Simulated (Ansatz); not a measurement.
# BGeN (triplet): wave-function methods side by side, cc-pVDZ

The task here is to estimate one member of a computed series from the others.

Method: cc-pVDZ, core rule «outside noble gas», up to 16 orbitals frozen; program: Ansatz 0.2.0, Gaussian basis.

Plan: UHF; CCSD(T) on UHF; BCCD(T) on ROHF; CISD; CCSDT(Q) on ROHF; CCSDT(Q) on UHF.

19 further runs of the same task are left out: 9 that didn't finish, 10 set aside as unsound or not needed.

## What is computed

The geometry is a PBE0/def2-TZVP stationary point (not a proven minimum) of the parent state, kept for this charge and spin. No spin-orbit coupling is included. The filled d shell of Ge may be among the frozen orbitals whatever the setting's name suggests; the logs give the count.

3 atoms, charge 0, spin multiplicity 3.

Atoms are counted from 1 here; the program's logs count them from 0.

Bond lengths: B1–N2 1.363 Å, N2–Ge3 1.683 Å. Angles: B1–N2–Ge3 157.1°.

The first run:

in.yaml

```yaml
crystal:
  periodic: [false, false, false]
  atoms:
    - {symbol: B, position_ang: [0.000000, -0.166299, 1.432524]}
    - {symbol: N, position_ang: [0.000000, 0.193885, 0.118033]}
    - {symbol: Ge, position_ang: [0.000000, -0.027586, -1.550557]}
basis:
  gaussian: {orbitals: cc-pVDZ}
magnetization: {spin_polarized: true, initial_magnetization: 2}
hamiltonian: {xc: hf}
output: {orbitals: {seedname: orbitals}}
```

On the command line:

```
ansatz run in.yaml --threads 1 --pin off --events-out ev --progress --plain --max-ram 2393MiB
```

Among the steps run: UHF; CCSD(T) on UHF; BCCD(T) on ROHF; CISD; CCSDT(Q) on ROHF; CCSDT(Q) on UHF.

One of the session's tables, all rows but one given; the rest of the session is left out.

| method | from UCCSDT(Q) (kcal/mol) |
| --- | --- |
| UHF | +190.10 |
| UMP2 | +27.91 |
| UCCSD | ? |
| UCCSD(T) | +2.18 |
| BCCD(T) | +1.87 |
| UCCSDT | +1.04 |
| UCCSDT(Q) | 0 |

Estimate the missing values for UCCSD.

The run gave: from UCCSDT(Q) (kcal/mol): +10.59. In the column «from UCCSDT(Q) (kcal/mol)» it lies between UCCSD(T) (+2.18) and UMP2 (+27.91).

Not comparable, so not listed: CISD; CCSDT(Q) on ROHF (they don't share determinant, frozen orbitals or solution with the rows shown, or repeat one).
